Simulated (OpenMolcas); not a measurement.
# W⁴⁺ among point charges: CASSCF and CASPT2 levels and susceptibility

Aim: the splitting of the states of W⁴⁺ in the field of 6 point charges, its lowest levels with spin-orbit coupling and its magnetic susceptibility.

The numbers are computed with OpenMolcas 26.06 (state-averaged CASSCF and CASPT2, spin-orbit coupling by RASSI with atomic mean-field integrals), except any that are marked as measured or tabulated.

### 1 The atom as given

- Species: W⁴⁺ (tungsten, Z = 74, 70 electrons)
- Basis: ANO-RCC-VDZP [7s6p4d2f1g], 68 functions
- Scalar Hamiltonian: DKH2, point nucleus
- Inactive shells: 1s 2s 2p 3s 3p 3d 4s 4p 4d 4f 5s 5p
- Active space: 2 electrons in 5 orbitals (5d)
- Some configurations of this space: 5d²
- Orbitals: optimised for each spin and parity, averaged over all roots

Outer shells as boxes (Hund's rule):

5d2
```
5d [↑ ][↑ ][  ][  ][  ]
```

The ion sits among 6 point charges of -1.5 e arranged as an octahedron (Oh), 1.86 Å from the ion.

Each step is its own input file, run in one work folder so that later steps find the files of earlier ones. Labels, J, g values, rates, χT and fits are worked out afterwards by a script from the matrices that RASSI stores. The input lists half of the charges; inversion (Group=XYZ) makes the rest.

### 2 Basis and integrals

a.inp reads:

```
&GATEWAY
Coord
1

W 0.0 0.0 0.0
Basis=ANO-RCC-VDZP
Group=XYZ
NoMove
AngMom=0.0 0.0 0.0
AMFI
XField
3 Angstrom 0
1.860000 0.000000 0.000000 -1.500000
0.000000 1.860000 0.000000 -1.500000
0.000000 0.000000 1.860000 -1.500000
&SEWARD
```

On the command line:

```console
$ OMP_NUM_THREADS=1 MOLCAS_MEM=1689 MOLCAS_PROJECT=a pymolcas a.inp > a.log
```

### 3 CASSCF: triplets of even parity, 10 roots

a.inp reads:

```
&RASSCF
FileOrb=start.orb
Symmetry=1
Spin=3
nActEl=2 0 0
Inactive=15 19
Ras2=5 0
CIRoot=10 10 1
SDav=10
CIMx=300
Iter=120 100
PrWF=0.3
OrbListing=Nothing
MaxOrb=0
>>> COPY $Project.JobIph JOB001
```

start.orb holds the contracted functions of the basis, ordered by shell, or the orbitals of the step before.

### 4 CASSCF: singlets of even parity, 15 roots

a.inp reads:

```
&RASSCF
FileOrb=start.orb
Symmetry=1
Spin=1
nActEl=2 0 0
Inactive=15 19
Ras2=5 0
CIRoot=15 15 1
SDav=15
CIMx=300
Iter=120 100
PrWF=0.3
OrbListing=Nothing
MaxOrb=0
>>> COPY $Project.JobIph JOB002
```

### 5 RASSI: spin-orbit coupling between the states

a.inp reads:

```
&RASSI
NrOfJobIphs=2 10 15
1 2 3 4 5 6 7 8 9 10
1 2 3 4 5 6 7 8 9 10 11 12 13 14 15
IphNames
JOB001
JOB002
EJob
SpinOrbit
DIPRint=1.0
SOCoupling=1000.0
Subsets=2
Property=9
'ANGMOM' 1 'ANGMOM' 2 'ANGMOM' 3 'MLTPL  1' 1 'MLTPL  1' 2 'MLTPL  1' 3
'AMFI' 1 'AMFI' 2 'AMFI' 3
SOProperty=3
'ANGMOM' 1 'ANGMOM' 2 'ANGMOM' 3
```

### 6 CASPT2: IPEA 0.25, imaginary shift 0.1 (closed shells correlated: 4f 5s 5p)

a.inp reads:

```
>>> COPY JOB001 $Project.JobIph
&CASPT2
Multistate=10 1 2 3 4 5 6 7 8 9 10
NoMult
Frozen=14 9
IPEA=0.25
Imaginary=0.1
MaxIter=60
WThr=0.0 0.3 0.05
PrWF=0.5
NoMix
>>> COPY JOB002 $Project.JobIph
&CASPT2
Multistate=15 1 2 3 4 5 6 7 8 9 10 11 12 13 14 15
NoMult
Frozen=14 9
IPEA=0.25
Imaginary=0.1
MaxIter=60
WThr=0.0 0.3 0.05
PrWF=0.5
NoMix
```

(Steps that only read results are left out.)

Q: Predict the outcome of this session. Wanted: spin-free ground state; first state of the same spin within the active space; lowest level; next level.

As calculated:

| quantity | value |
| --- | --- |
| method | SS-CASPT2, IPEA 0.25, imaginary shift 0.1 (closed shells correlated: 4f 5s 5p) |
| spin-free ground state | 3T1, 3-fold in its orbital part |
| first state of the same spin within the active space | 3T2 at 15600 cm⁻¹ |
| lowest level | 2-fold E, g = 0.00, 0.00, 0.00 |
| next level | 687.3 cm⁻¹ |
| χT at 300 K | 0.05 cm³ K/mol |
| effective moment at 300 K | 0.63 μB |

Cost by method:

```csv
method,time of its own steps,time with the reference
A. CASSCF,8.3 s,8.3 s
"B. SS-CASPT2, IPEA 0.25, imaginary shift 0.1, +4f 5s 5p",6.1 s,14 s
```

Times are of one thread on a shared host.

In words: The spin-free ground state (3T1) comes to 92 % from free-ion F terms and keeps the highest spin of the shell. χT at 300 K is 0.05, against 1.00 cm³ K/mol for the spin alone, so spin-orbit coupling lowers it. A ligand-field fit to the states below 45000 cm-1 gives 10Dq = 17539 cm-1, B = 677 cm-1 and C = 2809 cm-1 (C/B = 4.15), with a deviation of 303 cm-1. CASPT2 does not keep the components of a term degenerate, and the means are used. The field of point charges can differ much from that of real complexes. This is an electrostatic model: the charges have no orbitals.
